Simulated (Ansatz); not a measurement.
# GeH+ (singlet): wave-function methods side by side, cc-pVQZ

How much of the correlation energy of GeH+ (singlet) does each wave-function method recover here?

Program: Ansatz 0.2.0, Gaussian basis. Level of theory: cc-pVQZ, correlated electrons: outside noble gas. These are calculated values, not measurements.

Plan: UHF; CCSD(T) on RHF; BCCD(T) on RHF; CCSDT(Q) on RHF; CASSCF and MRCISD+Q, 4 electrons in 5 orbitals; CASSCF and NEVPT2, 4 electrons in 5 orbitals; Full CI.

## 1. What is computed

The geometry is a PBE0/def2-TZVP stationary point (not a proven minimum). No spin-orbit coupling is included. The filled d shell of Ge may be among the frozen orbitals whatever the setting's name suggests; the logs give the count.

2 atoms, charge 1, spin multiplicity 1.

Atoms are counted from 1 here; the program's logs count them from 0.

Bond lengths: Ge1–H2 1.589 Å.

As a file:

```xyz
2
charge 1, multiplicity 1
Ge    0.0000    0.0000    0.0000
H     0.0000    0.0000    1.5886
```

In the tables R marks a restricted determinant and U an unrestricted one; 'valence' is the active space of 4 electrons in 5 orbitals; correlation energies count from the lowest restricted Hartree-Fock solution.

## 2. UHF

The input, in.yaml:

```yaml
crystal:
  periodic: [false, false, false]
  atoms:
    - {symbol: Ge, position_ang: [0.000000, 0.000000, 0.000000]}
    - {symbol: H, position_ang: [0.000000, 0.000000, 1.588631]}
basis:
  gaussian: {orbitals: cc-pVQZ}
total_charge: 1
magnetization: {spin_polarized: true, initial_magnetization: 0}
hamiltonian: {xc: hf}
output: {orbitals: {seedname: orbitals}}
```

Launch:

```console
> ansatz run in.yaml --threads 1 --pin off --events-out ev --progress --plain --max-ram 2393MiB
```

The runs that follow: CCSD(T) on RHF; BCCD(T) on RHF; CCSDT(Q) on RHF; CASSCF and MRCISD+Q, 4 electrons in 5 orbitals; CASSCF and NEVPT2, 4 electrons in 5 orbitals; Full CI.

Q: Predict the results of all the runs planned. Wanted: correlation energy, FCI; RMP2 from FCI; RCCSD from FCI; RCCSD(T) from FCI; RCCSDT(Q) from FCI; NEVPT2 valence from FCI; MRCISD+Q valence from FCI; T1 diagnostic; effectively unpaired electrons.

As calculated:

| quantity | value |
| --- | --- |
| correlation energy, FCI | -2.4350 eV |
| RMP2 from FCI | +552.7 meV |
| RCCSD from FCI | +49.3 meV |
| RCCSD(T) from FCI | +9.4 meV |
| RCCSDT(Q) from FCI | +0.3 meV |
| NEVPT2 valence from FCI | +324.7 meV |
| MRCISD+Q valence from FCI | +10.3 meV |
| levels of the table within 1 kcal/mol (43 meV) | RCCSD(T), BCCD(T), RCCSDT, RCCSDT(Q), MRCISD valence, MRCISD+Q valence |
| T1 diagnostic | 0.011 |
| effectively unpaired electrons | 0.06 |

**Reading.** RCCSD(T) misses by +9.4 meV, 0.4 % of the correlation energy. One determinant dominates. Of the multireference levels listed MRCISD+Q valence comes nearest in total energy (+10.3 meV), which doesn't show that its space is the better one. These misses are within one basis, not against nature; the frozen cores of restricted and unrestricted runs differ, which can shift their rows.
